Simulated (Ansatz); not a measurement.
# ClH₂O₃Ta: single points with varied inputs

How do the results and run time of ClH₂O₃Ta respond when the settings are drawn wide?

Program: Ansatz 0.2.0, Gaussian basis. Level of theory: the settings change from run to run. These are calculated values, not measurements.

**1. The molecule**

The structure was relaxed beforehand with PBE0-D4 in a triple-zeta def2 set. Ta takes a core potential in def2 sets; no spin-orbit term is included.

SMILES `[O]=[Ta]([OH])([OH])[Cl]`, 7 atoms, charge 0, spin multiplicity 1.

Atoms are counted from 1 here; the program's logs count them from 0.

Bond lengths: O1–Ta2 1.713 Å, Ta2–O3 1.898 Å, Ta2–O4 1.898 Å, Ta2–Cl5 2.313 Å, O3–H6 0.957 Å, O4–H7 0.957 Å. Angles: O1–Ta2–O3 106.5°, O1–Ta2–O4 106.5°, O1–Ta2–Cl5 110.3°, O3–Ta2–O4 112.9°, O3–Ta2–Cl5 110.2°, O4–Ta2–Cl5 110.2°, Ta2–O3–H6 133.3°, Ta2–O4–H7 133.3°.

**2. B2GP-PLYP/def2-SVP**

Options: multiplicity 3, the search for lower states set to light.

Contents of in.yaml:

```yaml
crystal:
  periodic: [false, false, false]
  atoms:
    - {symbol: O, position_ang: [-1.098792, -1.848523, 0.156318]}
    - {symbol: Ta, position_ang: [-0.398705, -0.286119, 0.099407]}
    - {symbol: O, position_ang: [1.094449, -0.321377, 1.269784]}
    - {symbol: O, position_ang: [0.087620, 0.021428, -1.708760]}
    - {symbol: Cl, position_ang: [-1.924997, 1.304923, 0.798390]}
    - {symbol: H, position_ang: [1.768009, 0.320518, 1.494351]}
    - {symbol: H, position_ang: [0.533616, 0.741048, -2.155289]}
basis:
  gaussian: {orbitals: def2-SVP}
magnetization: {spin_polarized: true, initial_magnetization: 2}
hamiltonian: {xc: {name: B2GP-PLYP}}
scf: {lower_state_search: light}
```

Launch:

```
$ ansatz run in.yaml --threads 4 --pin off --events-out ev --progress --plain --max-ram 10444MiB
```

Output:

```text
Functional definition: B2GP-PLYP
  name "B2GP-PLYP"
  cite "Karton, Tarnopolsky, Lamère, Schatz & Martin, J. Phys. Chem. A 112, 12868 (2008) doi:10.1021/jp801805p"
  cite "Becke, Phys. Rev. A 38, 3098 (1988) doi:10.1103/PhysRevA.38.3098"
  cite "Lee, Yang & Parr, Phys. Rev. B 37, 785 (1988) doi:10.1103/PhysRevB.37.785"
  parameter a = 0.65
  parameter c = 0.36
  exchange = (1 - a)*b88_x + a*exact_x
  correlation = (1 - c)*lyp_c + c*(mp2_os + mp2_ss)
963 factors; integrals over basis functions are off by at most 6.0e-4 eV
mean field evaluation 1: about -20194.2152 eV, gradient 6.0e1 eV
mean field evaluation 2: about -20194.3159 eV, gradient 6.0e1 eV
mean field evaluation 4: about -20207.7119 eV, gradient 1.9e1 eV
mean field evaluation 8: about -20209.6606 eV, gradient 2.4e0 eV
mean field evaluation 16: about -20212.1527 eV, gradient 9.3e-1 eV
mean field evaluation 32: about -20212.5344 eV, gradient 1.4e-3 eV
mean field evaluation 64: about -20212.5273 eV, gradient 5.6e-1 eV
mean field evaluation 96: about -20212.0290 eV, gradient 3.7e0 eV
mean field evaluation 128: about -20212.5318 eV, gradient 3.3e-1 eV
mean field -20212.53438302 eV, -742.7969380282 hartree, gradient 2.5e-6 eV, S^2 2.006819; 8 other end points of the search recorded, 0 dependent functions left out
8 core orbitals not correlated: weight in the atoms' cores, before any rotation towards them, 1.000 or more for the frozen orbitals, at most 0.000 for the correlated occupied ones
reference -20212.53451794 eV, -742.7969429864 hartree; 21, 19 occupied and 73, 75 virtual orbitals, 963 factors
second order -28.64207093 eV of doubles, -0.00000000 eV of singles
Total energy: -20222.84566348 eV, -743.1758705956 hartree
```

It took 22 s on 4 threads of Arm Neoverse V1, shared host.

⟨S²⟩ 2.007.

**3. r2SCANh/ANO-RCC-VTZP**

Set apart from the defaults: charge +1, multiplicity 2, a grid of angular degree 23, D3(BJ) dispersion, high accuracy.

in.yaml: that of step 2 with these lines changed.

```diff
@@ -11,5 +11,6 @@
 basis:
-  gaussian: {orbitals: def2-SVP}
-magnetization: {spin_polarized: true, initial_magnetization: 2}
-hamiltonian: {xc: {name: B2GP-PLYP}}
-scf: {lower_state_search: light}
+  gaussian: {orbitals: ANO-RCC-VTZP, final_grid: {core_spheres: 8, valence_spheres: 7, degree: 23}}
+total_charge: 1
+magnetization: {spin_polarized: true, initial_magnetization: 1}
+hamiltonian: {xc: {name: r2SCANh}, dispersion: d3bj}
+accuracy: high
```

The command is unchanged.

Output (excerpt; [...] marks lines left out):

```text
Warning: the engine holds no damping parameters fitted to this dispersion correction and functional, so the run takes those fitted to r2scanh beside the three-body term, which d3bj leaves out (hamiltonian.dispersion, under Limitations)
Functional definition: r2SCANh
  name "r2SCANh"
  cite "Bursch, Neugebauer, Ehlert & Grimme, J. Chem. Phys. 156, 134105 (2022) doi:10.1063/5.0086040"
  cite "Furness, Kaplan, Ning, Perdew & Sun, J. Phys. Chem. Lett. 11, 8208 (2020) doi:10.1021/acs.jpclett.0c02405"
  cite "Furness, Kaplan, Ning, Perdew & Sun, J. Phys. Chem. Lett. 11, 9248 (2020) doi:10.1021/acs.jpclett.0c03077"
  parent r2scan
[...]
4821 factors; integrals over basis functions are off by at most 5.8e-9 eV
[...]
mean field -443423.01863122 eV, -16295.4953717801 hartree, gradient 5.7e-8 eV, S^2 0.769027; 9 other end points of the search recorded, 0 dependent functions left out
reference -443423.01863868 eV, -16295.4953720543 hartree; 58, 57 occupied and 198, 199 virtual orbitals, 4821 factors
Total energy: -443423.06510515 eV, -16295.4970796658 hartree
Relativity: scalar
```

Run time: 8.1 min. Hardware: 4 threads of Arm Neoverse V1, shared host; peak memory 3.7 GiB.

⟨S²⟩ 0.769.

**4. B3LYP5/def2-mTZVP**

Set apart from the defaults: charge +1, multiplicity 2, relativity set to scalar.

in.yaml: that of step 3 with these lines changed.

```diff
@@ -11,6 +11,6 @@
 basis:
-  gaussian: {orbitals: ANO-RCC-VTZP, final_grid: {core_spheres: 8, valence_spheres: 7, degree: 23}}
+  gaussian: {orbitals: def2-mTZVP}
 total_charge: 1
 magnetization: {spin_polarized: true, initial_magnetization: 1}
-hamiltonian: {xc: {name: r2SCANh}, dispersion: d3bj}
-accuracy: high
+hamiltonian: {xc: {name: B3LYP5}, pseudopotentials: {relativity: scalar}}
+output: {forces: true}
```

The command is unchanged.

Output (excerpt; [...] marks lines left out):

```text
Functional definition: B3LYP5
  name "B3LYP5"
  cite "Stephens, Devlin, Chabalowski & Frisch, J. Phys. Chem. 98, 11623 (1994) doi:10.1021/j100096a001"
  cite "Becke, Phys. Rev. A 38, 3098 (1988) doi:10.1103/PhysRevA.38.3098"
  cite "Lee, Yang & Parr, Phys. Rev. B 37, 785 (1988) doi:10.1103/PhysRevB.37.785"
  cite "Vosko, Wilk & Nusair, Can. J. Phys. 58, 1200 (1980) doi:10.1139/p80-159"
[...]
1137 factors; their error is unknown
[...]
mean field -20279.32897474 eV, -745.2515939987 hartree, gradient 2.2e-6 eV, S^2 0.768345; 16 other end points of the search recorded, 0 dependent functions left out
[...]
reference -20279.32921918 eV, -745.2516029819 hartree; 28, 27 occupied and 108, 109 virtual orbitals, 1137 factors
Total energy: -20279.32921918 eV, -745.2516029819 hartree
Relativity: scalar
Atom 0 at    -1.098792    -1.848523     0.156318 Å, force    -2.165294    -4.628032     0.220205 eV/Å
Atom 1 at    -0.398705    -0.286119     0.099407 Å, force     3.001163     4.892313    -0.748310 eV/Å
Atom 2 at     1.094449    -0.321377     1.269784 Å, force    -1.209546    -0.373541    -0.628722 eV/Å
Atom 3 at     0.087620     0.021428    -1.708760 Å, force    -0.678025    -0.651660     1.294249 eV/Å
Atom 4 at    -1.924997     1.304923     0.798390 Å, force    -0.139064    -0.132307    -0.017966 eV/Å
Atom 5 at     1.768009     0.320518     1.494351 Å, force     0.809472     0.387699     0.329602 eV/Å
Atom 6 at     0.533616     0.741048    -2.155289 Å, force     0.381293     0.505527    -0.449057 eV/Å
Dipole moment:     0.523343     0.653973     0.017671 e Å
```

It took 36 s on 4 threads of Arm Neoverse V1, shared host; peak memory 0.65 GiB.

Largest force 5.788 eV/Å, ⟨S²⟩ 0.768.

**5. wPBEh/def2-mTZVP**

Set apart from the defaults: the search for lower states set to full.

in.yaml: that of step 4 with these lines changed.

```diff
@@ -12,5 +12,4 @@
   gaussian: {orbitals: def2-mTZVP}
-total_charge: 1
-magnetization: {spin_polarized: true, initial_magnetization: 1}
-hamiltonian: {xc: {name: B3LYP5}, pseudopotentials: {relativity: scalar}}
+hamiltonian: {xc: {name: wPBEh}}
+scf: {lower_state_search: full}
 output: {forces: true}
```

Launched as before.

Output (excerpt; [...] marks lines left out):

```text
Functional definition: wPBEh
  name "wPBEh"
  cite "Heyd, Scuseria & Ernzerhof, J. Chem. Phys. 118, 8207 (2003) doi:10.1063/1.1564060"
  cite "Krukau, Vydrov, Izmaylov & Scuseria, J. Chem. Phys. 125, 224106 (2006) doi:10.1063/1.2404663"
  cite "Heyd & Scuseria, J. Chem. Phys. 120, 7274 (2004) doi:10.1063/1.1668634"
  cite "Ernzerhof & Perdew, J. Chem. Phys. 109, 3313 (1998) doi:10.1063/1.476928"
  cite "Perdew, Burke & Ernzerhof, Phys. Rev. Lett. 77, 3865 (1996) doi:10.1103/PhysRevLett.77.3865"
  parent pbe
[...]
1184 factors; their error is unknown
115 factors; integrals over basis functions are off by at most 3.1e-7 eV
[...]
mean field -20246.90979614 eV, -744.0602111596 hartree, gradient 6.7e-5 eV, S^2 0.000000; 2 other end points of the search recorded, 0 dependent functions left out
[...]
reference -20246.90983519 eV, -744.0602125949 hartree; 28, 28 occupied and 108, 108 virtual orbitals, 1184 factors
Total energy: -20246.90983519 eV, -744.0602125949 hartree
Atom 0 at    -1.098792    -1.848523     0.156318 Å, force    -0.093114    -0.300921    -0.003348 eV/Å
Atom 1 at    -0.398705    -0.286119     0.099407 Å, force     0.161330     0.280171    -0.022070 eV/Å
Atom 2 at     1.094449    -0.321377     1.269784 Å, force     0.026415    -0.321119     0.173967 eV/Å
Atom 3 at     0.087620     0.021428    -1.708760 Å, force    -0.105222    -0.276338    -0.216088 eV/Å
Atom 4 at    -1.924997     1.304923     0.798390 Å, force    -0.215175     0.195249     0.095239 eV/Å
Atom 5 at     1.768009     0.320518     1.494351 Å, force     0.113028     0.211506    -0.013672 eV/Å
Atom 6 at     0.533616     0.741048    -2.155289 Å, force     0.112739     0.211451    -0.014028 eV/Å
Dipole moment:     0.730881     0.748934    -0.160940 e Å
```

Wall time 5.5 s (4 threads of Arm Neoverse V1, shared host).

Largest force 0.366 eV/Å, dipole 5.09 D.

**6. CAM-B3LYP/def2-mTZVPP**

Set apart from the defaults: relativity set to scalar.

in.yaml: that of step 5 with these lines changed.

```diff
@@ -11,5 +11,4 @@
 basis:
-  gaussian: {orbitals: def2-mTZVP}
-hamiltonian: {xc: {name: wPBEh}}
-scf: {lower_state_search: full}
+  gaussian: {orbitals: def2-mTZVPP}
+hamiltonian: {xc: {name: CAM-B3LYP}, pseudopotentials: {relativity: scalar}}
 output: {forces: true}
```

Same command.

Output (excerpt; [...] marks lines left out):

```text
Functional definition: CAM-B3LYP
  name "CAM-B3LYP"
  cite "Yanai, Tew & Handy, Chem. Phys. Lett. 393, 51 (2004) doi:10.1016/j.cplett.2004.06.011"
  cite "Iikura, Tsuneda, Yanai & Hirao, J. Chem. Phys. 115, 3540 (2001) doi:10.1063/1.1383587"
  cite "Becke, Phys. Rev. A 38, 3098 (1988) doi:10.1103/PhysRevA.38.3098"
  cite "Lee, Yang & Parr, Phys. Rev. B 37, 785 (1988) doi:10.1103/PhysRevB.37.785"
  cite "Vosko, Wilk & Nusair, Can. J. Phys. 58, 1200 (1980) doi:10.1139/p80-159"
[...]
  # Exact exchange under (alpha + beta erf(omega r))/r, Becke's under what is left of 1/r.
[...]
1195 factors; their error is unknown
382 factors; integrals over basis functions are off by at most 9.7e-6 eV
[...]
mean field -20292.36666199 eV, -745.7307201680 hartree, gradient 7.4e-5 eV, S^2 0.000000; 0 other end points of the search recorded, 0 dependent functions left out
[...]
reference -20292.36678231 eV, -745.7307245896 hartree; 28, 28 occupied and 117, 117 virtual orbitals, 1195 factors
Total energy: -20292.36678231 eV, -745.7307245896 hartree
Relativity: scalar
Atom 0 at    -1.098792    -1.848523     0.156318 Å, force    -0.129821    -0.369564     0.001161 eV/Å
Atom 1 at    -0.398705    -0.286119     0.099407 Å, force    -0.007019     0.139289     0.018681 eV/Å
Atom 2 at     1.094449    -0.321377     1.269784 Å, force     0.179788    -0.142960     0.186040 eV/Å
Atom 3 at     0.087620     0.021428    -1.708760 Å, force     0.021933    -0.089239    -0.281018 eV/Å
Atom 4 at    -1.924997     1.304923     0.798390 Å, force    -0.236205     0.244224     0.107980 eV/Å
Atom 5 at     1.768009     0.320518     1.494351 Å, force     0.101751     0.103718     0.031159 eV/Å
Atom 6 at     0.533616     0.741048    -2.155289 Å, force     0.069573     0.114532    -0.064003 eV/Å
Dipole moment:     0.726539     0.766701    -0.157428 e Å
```

Run time: 2.7 s. Hardware: 4 threads of Arm Neoverse V1, shared host.

Largest force 0.392 eV/Å, dipole 5.13 D.

**7. PBE-QIDH/def2-SVPD**

Options: a grid of angular degree 47, the search for lower states set to light.

in.yaml: that of step 6 with these lines changed.

```diff
@@ -11,4 +11,5 @@
 basis:
-  gaussian: {orbitals: def2-mTZVPP}
-hamiltonian: {xc: {name: CAM-B3LYP}, pseudopotentials: {relativity: scalar}}
+  gaussian: {orbitals: def2-SVPD, final_grid: {core_spheres: 20, valence_spheres: 16, degree: 47}}
+hamiltonian: {xc: {name: PBE-QIDH}}
+scf: {lower_state_search: light}
 output: {forces: true}
```

Launched as before.

Output (excerpt; [...] marks lines left out):

```text
Functional definition: PBE-QIDH
  name "PBE-QIDH"
  cite "Brémond, Sancho-García, Pérez-Jiménez & Adamo, J. Chem. Phys. 141, 031101 (2014) doi:10.1063/1.4890314"
  cite "Perdew, Burke & Ernzerhof, Phys. Rev. Lett. 77, 3865 (1996) doi:10.1103/PhysRevLett.77.3865"
[...]
1386 factors; integrals over basis functions are off by at most 9.5e-4 eV
[...]
mean field -20216.22605604 eV, -742.9326045094 hartree, gradient 7.5e-6 eV, S^2 0.000000; 0 other end points of the search recorded, 0 dependent functions left out
8 core orbitals not correlated: weight in the atoms' cores, before any rotation towards them, 1.000 or more for the frozen orbitals, at most 0.000 for the correlated occupied ones
reference -20216.22607301 eV, -742.9326051329 hartree; 20, 20 occupied and 119, 119 virtual orbitals, 1386 factors
second order -33.19730371 eV of doubles, -0.00000000 eV of singles
[...]
Total energy: -20227.29184091 eV, -743.3392646026 hartree
Atom 0 at    -1.098792    -1.848523     0.156318 Å, force    -0.182276    -0.445708     0.010131 eV/Å
Atom 1 at    -0.398705    -0.286119     0.099407 Å, force     0.095630     0.341597     0.007301 eV/Å
Atom 2 at     1.094449    -0.321377     1.269784 Å, force     0.194596     0.031368     0.111016 eV/Å
Atom 3 at     0.087620     0.021428    -1.708760 Å, force     0.090499     0.066796    -0.196307 eV/Å
Atom 4 at    -1.924997     1.304923     0.798390 Å, force    -0.161320     0.124168     0.068843 eV/Å
Atom 5 at     1.768009     0.320518     1.494351 Å, force    -0.010427    -0.061795     0.023842 eV/Å
Atom 6 at     0.533616     0.741048    -2.155289 Å, force    -0.026702    -0.056425    -0.024826 eV/Å
Dipole moment:     0.708162     0.719194    -0.156683 e Å
```

Run time: 16 s. Hardware: 4 threads of Arm Neoverse V1, shared host; peak memory 0.56 GiB.

Largest force 0.482 eV/Å, dipole 4.91 D.

**8. wB97X/def2-SVP**

This run has high accuracy.

in.yaml: that of step 7 with these lines changed.

```diff
@@ -11,5 +11,5 @@
 basis:
-  gaussian: {orbitals: def2-SVPD, final_grid: {core_spheres: 20, valence_spheres: 16, degree: 47}}
-hamiltonian: {xc: {name: PBE-QIDH}}
-scf: {lower_state_search: light}
+  gaussian: {orbitals: def2-SVP}
+hamiltonian: {xc: {name: wB97X}}
+accuracy: high
 output: {forces: true}
```

The command is unchanged.

Output (excerpt; [...] marks lines left out):

```text
Functional definition: wB97X
  name "wB97X"
  cite "Chai & Head-Gordon, J. Chem. Phys. 128, 084106 (2008) doi:10.1063/1.2834918"
  cite "Becke, J. Chem. Phys. 107, 8554 (1997) doi:10.1063/1.475007"
[...]
  # The coefficients of nought are those of the uniform gas.
[...]
      + exact_x_lr(omega)
[...]
      + integral(e_c_pw_opposite_spin*poly(b97_u_opposite, 1, cos1, cos2, cos3, cos4))
2199 factors; integrals over basis functions are off by at most 3.7e-9 eV
417 factors; integrals over basis functions are off by at most 1.9e-9 eV
[...]
mean field -20244.40696035 eV, -743.9682336409 hartree, gradient 5.6e-8 eV, S^2 0.000000; 0 other end points of the search recorded, 0 dependent functions left out
[...]
reference -20244.40695564 eV, -743.9682334680 hartree; 28, 28 occupied and 74, 74 virtual orbitals, 2199 factors
Total energy: -20244.40695564 eV, -743.9682334680 hartree
Atom 0 at    -1.098792    -1.848523     0.156318 Å, force     0.122211     0.282374    -0.009042 eV/Å
Atom 1 at    -0.398705    -0.286119     0.099407 Å, force    -0.278413    -0.684583     0.015714 eV/Å
Atom 2 at     1.094449    -0.321377     1.269784 Å, force     0.015551     0.003652    -0.009517 eV/Å
Atom 3 at     0.087620     0.021428    -1.708760 Å, force     0.018223     0.002655    -0.001386 eV/Å
Atom 4 at    -1.924997     1.304923     0.798390 Å, force    -0.178104     0.210137     0.084404 eV/Å
Atom 5 at     1.768009     0.320518     1.494351 Å, force     0.206986     0.073619     0.127718 eV/Å
Atom 6 at     0.533616     0.741048    -2.155289 Å, force     0.093546     0.112146    -0.207890 eV/Å
Dipole moment:     0.772075     0.800943    -0.168890 e Å
```

Wall time 16 s (4 threads of Arm Neoverse V1, shared host); peak memory 0.77 GiB.

Largest force 0.739 eV/Å, dipole 5.40 D.

**9. r2SCANh/def2-TZVPD**

Set apart from the defaults: atoms shaken by 0.15 Å, density fitting with def2-universal-jkfit, D4 dispersion.

Contents of in.yaml:

```yaml
crystal:
  periodic: [false, false, false]
  atoms:
    - {symbol: O, position_ang: [-1.127315, -2.045919, 0.211669]}
    - {symbol: Ta, position_ang: [-0.405551, -0.192652, 0.171917]}
    - {symbol: O, position_ang: [1.221765, -0.123716, 1.384460]}
    - {symbol: O, position_ang: [0.069350, 0.060136, -1.677070]}
    - {symbol: Cl, position_ang: [-1.852633, 1.336636, 0.754109]}
    - {symbol: H, position_ang: [1.778556, 0.288379, 1.676197]}
    - {symbol: H, position_ang: [0.407929, 0.704583, -1.806192]}
basis:
  gaussian: {orbitals: def2-TZVPD, fitting: {mean_field: def2-universal-jkfit}}
hamiltonian: {xc: {name: r2SCANh}, dispersion: d4}
```

The command is unchanged.

Output (excerpt; [...] marks lines left out):

```text
Functional definition: r2SCANh
  name "r2SCANh"
  cite "Bursch, Neugebauer, Ehlert & Grimme, J. Chem. Phys. 156, 134105 (2022) doi:10.1063/5.0086040"
  cite "Furness, Kaplan, Ning, Perdew & Sun, J. Phys. Chem. Lett. 11, 8208 (2020) doi:10.1021/acs.jpclett.0c02405"
  cite "Furness, Kaplan, Ning, Perdew & Sun, J. Phys. Chem. Lett. 11, 9248 (2020) doi:10.1021/acs.jpclett.0c03077"
  parent r2scan
[...]
622 factors; integrals over basis functions are off by at most 8.8e-1 eV
[...]
mean field -20248.33534786 eV, -744.1125992190 hartree, gradient 4.8e-5 eV, S^2 0.000000; 0 other end points of the search recorded, 0 dependent functions left out
reference -20248.33537284 eV, -744.1126001371 hartree; 28, 28 occupied and 199, 199 virtual orbitals, 622 factors
Total energy: -20248.37816817 eV, -744.1141728366 hartree
```

Run time: 6 s. Hardware: 4 threads of Arm Neoverse V1, shared host.

**10. The runs in one table**

| level | charge | multiplicity | geometry | functions | energy (eV) | time |
| --- | --- | --- | --- | --- | --- | --- |
| B2GP-PLYP/def2-SVP | 0 | 3 | relaxed | 102 | -20222.846 | 22 s |
| r2SCANh/ANO-RCC-VTZP | 1 | 2 | relaxed | 256 | -443423.065 | 8.1 min |
| B3LYP5/def2-mTZVP | 1 | 2 | relaxed | 136 | -20279.329 | 36 s |
| wPBEh/def2-mTZVP | 0 | 1 | relaxed | 136 | -20246.910 | 5.5 s |
| CAM-B3LYP/def2-mTZVPP | 0 | 1 | relaxed | 145 | -20292.367 | 2.7 s |
| PBE-QIDH/def2-SVPD | 0 | 1 | relaxed | 147 | -20227.292 | 16 s |
| wB97X/def2-SVP | 0 | 1 | relaxed | 102 | -20244.407 | 16 s |
| r2SCANh/def2-TZVPD | 0 | 1 | shaken | 227 | -20248.378 | 6 s |

**11. What came out**

| quantity | value |
| --- | --- |
| runs | 8 |
| quickest | CAM-B3LYP/def2-mTZVPP, 2.7 s |
| slowest | r2SCANh/ANO-RCC-VTZP, 8.1 min |
| spread of total energies, same state and geometry | 65.1 eV |
| dipole, same state and geometry | 4.91 to 5.40 D |

**Reading.** r2SCANh/ANO-RCC-VTZP took 180 times as long as CAM-B3LYP/def2-mTZVPP. The jobs differ in tasks and options as well as level. The totals spread over 65 eV; they can't be compared across methods or bases. Some of these runs are scalar-relativistic and others not, which shifts the totals of all-electron atoms past neon by eV; core potentials, where a basis has them, take the core out of the total altogether. At the PBE0-D4/def2-TZVP geometry and in the same state, runs without warnings or point charges leave forces up to 0.74 eV/Å (wB97X/def2-SVP). At that geometry and state the dipole changes by 10 % between the lowest and highest value.
